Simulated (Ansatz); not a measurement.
# TaTe (zincblende): equation of state

An exercise on one series of results from a longer session: the logs are not shown, and one member is left open.

Computed with Ansatz 0.2.0 (DFT PBE, scalar-relativistic, plane waves, PAW, unless a step's input says otherwise).

1 further run of the same task is left out (it didn't finish). Runs told in other sessions of the task aren't counted.

**Starting point**

The structure is cubic, space group F-43m (No. 216). The conventional cell has a = 6.320 Å, b = 6.320 Å, c = 6.320 Å, α = 90.00°, β = 90.00°, γ = 90.00°. Ta (site symmetry -43m) is surrounded by 4 Te at 2.74 Å. Te (site symmetry -43m) is surrounded by 4 Ta at 2.74 Å.

As a file:

```
Ta Te
1.0
     0.00000    3.15993    3.15993
     3.15993    0.00000    3.15993
     3.15993    3.15993    0.00000
Ta Te
1 1
Direct
  0.00000 0.00000 0.00000
  0.25000 0.25000 0.25000
```

An earlier run at PBE left this cell at 31.552 Å³/atom and 0.00 GPa (10×10×10 mesh).

Volume factors to run: 0.980, 1.020, 0.960, 1.040, 1.070, 1.100, 0.945.

Set-up of the first run:

The input, input.yaml:

```yaml
crystal:
  lattice:
    - [0.0, 3.1387196583, 3.1387196583]
    - [3.1387196583, 0.0, 3.1387196583]
    - [3.1387196583, 3.1387196583, 0.0]
  atoms:
    - { symbol: Ta, position: [0.0, 0.0, 0.0], spin: 1.39 }
    - { symbol: Te, position: [0.25, 0.25, 0.25] }
basis:
  ecutwfc: 420
  ecutrho_ratio: 4
kpoints:
  mp_grid: { grid: [10, 10, 10] }
hamiltonian:
  xc: pbe
scf:
  occupations: { method: gaussian, width: 0.05 }
output:
  forces: true
  stress: true
  eigenvalues: true
  populations: true
magnetization:
  spin_polarized: true
```

Run with:

```sh
$ ansatz run input.yaml --threads 2 --pin off --max-ram 2662MiB --backend cpu --events-out ev --progress --plain --runs-dir out
```

Steps of the session up to this table: At 0.980 of the relaxed volume; Scaling the volume by 1.020; Volume × 0.960; At 1.040 of the relaxed volume; At 1.070 of the relaxed volume; Volume × 1.100; At 0.945 of the relaxed volume.

One of the session's tables, all rows but one given; the rest of the session is left out.

It belongs to the step «Energy and pressure against volume». 

| volume (Å³/atom) | energy (meV/atom) | pressure (GPa) | moment of atom 1 (μB) |
| --- | --- | --- | --- |
| 29.817 | 22.26 | 4.17 | 1.12 |
| 30.290 | 12.05 | 2.93 | 1.17 |
| 30.921 | ? | ? | ? |
| 31.552 | 0.00 | 0.00 | 1.26 |
| 32.183 | 2.60 | -1.20 | 1.31 |
| 32.814 | 8.89 | -2.14 | 1.38 |
| 33.761 | 25.70 | -3.62 | 1.44 |
| 34.708 | 51.06 | -4.90 | 1.49 |

Estimate the missing values for volume (Å³/atom) = 30.921.

Worked estimate for «energy (meV/atom)». A straight line through the neighbours (30.290, 12.05) and (31.552, 0.00) gives 12.05 + (0.00 − 12.05) × (30.921 − 30.290) / (31.552 − 30.290) = 6.03; a parabola fitted to 4 rows on both sides gives 3.19.

As computed: energy (meV/atom): 2.91; pressure (GPa): 1.49; moment of atom 1 (μB): 1.24. In «energy (meV/atom)» the line misses by +3.12 and the parabola by +0.28.

To keep in mind: Warnings in the runs' records: stability check not made.
